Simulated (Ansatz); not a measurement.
# HfH3F: the cost of one run

Method: DFT PBE, scalar-relativistic, plane waves, PAW, in Ansatz 0.2.0.

## Step 1: The starting structure

It takes space group Cm (No. 8, monoclinic). The conventional cell has a = 9.683 Å, b = 3.141 Å, c = 6.986 Å, α = 90.00°, β = 113.29°, γ = 90.00°. Hf (site symmetry m) has 7 H at 1.95 to 2.09 Å and 2 F at 2.14 Å as nearest neighbours. Hf (site symmetry m) is surrounded by 7 H at 1.99 to 2.06 Å and 2 F at 2.11 Å. Around H (site symmetry m) lie 2 Hf at 1.95 to 1.99 Å. H (site symmetry m) has 2 Hf at 1.99 Å as nearest neighbours. H (site symmetry m) has 3 Hf at 2.03 to 2.09 Å as nearest neighbours. H (site symmetry m) is surrounded by 2 Hf at 2.00 Å. H (site symmetry m) is surrounded by 3 Hf at 2.03 to 2.06 Å and 1 H at 2.07 Å. H (site symmetry m) is surrounded by 2 Hf at 1.95 Å. Only part of the 10 independent sites is listed.

As a file:

```cif
data_structure
_symmetry_space_group_name_H-M 'P 1'
_symmetry_Int_Tables_number 1
_cell_length_a 5.0899
_cell_length_b 5.0899
_cell_length_c 6.9859
_cell_angle_alpha 112.091
_cell_angle_beta 112.091
_cell_angle_gamma 35.949
_cell_volume 97.59
loop_
_atom_site_label
_atom_site_type_symbol
_atom_site_fract_x
_atom_site_fract_y
_atom_site_fract_z
_atom_site_occupancy
Hf1 Hf 0.10251 0.10251 0.05397 1
Hf2 Hf 0.90161 0.90161 0.44554 1
H1 H 0.99185 0.99185 0.23461 1
H2 H 0.96475 0.96475 0.75329 1
H3 H 0.67701 0.67701 0.26866 1
H4 H 0.30686 0.30686 0.52321 1
H5 H 0.32558 0.32558 0.23836 1
H6 H 0.47320 0.47320 0.00349 1
F1 F 0.55999 0.55999 0.53870 1
F2 F 0.69732 0.69732 0.93639 1
```

The cell was relaxed beforehand at this level, from a database cell with other species swapped in; it needn't be the stable form of this composition. At a tolerance of 0.02 Å it has space group Cm (No. 8); it has 9.76 Å³/atom, an uncorrected energy of -1.06 eV/atom over the elements.

## Step 2: Bands, states and charges

Contents of input.yaml:

```yaml
crystal:
  lattice:
    - [4.841479961, -1.5707247566, 0.002571366]
    - [4.841479961, 1.5707247566, 0.002571366]
    - [-2.7654924526, 0.0, 6.4151558601]
  atoms:
    - { symbol: Hf, position: [0.1025130709, 0.1025130709, 0.0539734681] }
    - { symbol: Hf, position: [0.9016127577, 0.9016127577, 0.4455364338] }
    - { symbol: H, position: [0.9918549403, 0.9918549403, 0.2346143196] }
    - { symbol: H, position: [0.9647546934, 0.9647546934, 0.7532875454] }
    - { symbol: H, position: [0.6770062314, 0.6770062314, 0.2686636125] }
    - { symbol: H, position: [0.3068620366, 0.3068620366, 0.5232070922] }
    - { symbol: H, position: [0.325584646, 0.325584646, 0.2383637587] }
    - { symbol: H, position: [0.4732037933, 0.4732037933, 0.0034891846] }
    - { symbol: F, position: [0.5599907512, 0.5599907512, 0.538698611] }
    - { symbol: F, position: [0.6973198642, 0.6973198642, 0.9363859638] }
basis:
  ecutwfc: 420
kpoints:
  mp_grid: { grid: [8, 8, 4] }
  band_path:
    path:
      - [[0.0, 0.0, 0.0], [-0.2811896, 0.2811896, 0.0]]
      - [[-0.7188104, -0.2811896, 0.0], [-0.5, -0.5, 0.0], [0.0, 0.0, 0.0], [-0.5, -0.5, 0.5], [-0.7359033, -0.2640967, 0.5]]
      - [[-0.2640967, 0.2640967, 0.5], [0.0, 0.0, 0.5], [0.0, 0.0, 0.0]]
      - [[-0.5, 0.0, 0.5], [0.0, 0.0, 0.0], [-0.5, 0.0, 0.0]]
    npoints: 14
hamiltonian:
  xc: pbe
scf:
  occupations: { method: gaussian, width: 0.02 }
  n_extra_bands: 25
output:
  forces: true
  stress: true
  eigenvalues: true
  populations: true
  dos: { projected: true, de: 0.02, nscf_kmesh: { grid: [12, 12, 6] } }
  bader: true
  write_density: true
  write_potential: true
  elf: true
  volumetric_format: npy
```

Command:

```bash
ansatz run input.yaml --threads 1 --pin off --max-ram 2560MiB --backend cpu --events-out ev --progress --plain --runs-dir out
```

Q: Estimate wall time and peak memory on 1 thread of Intel Xeon Platinum 8259CL at 2.50GHz (Skylake/Cascade Lake), shared host.

About 5.2 min, with a peak of 1 GiB.
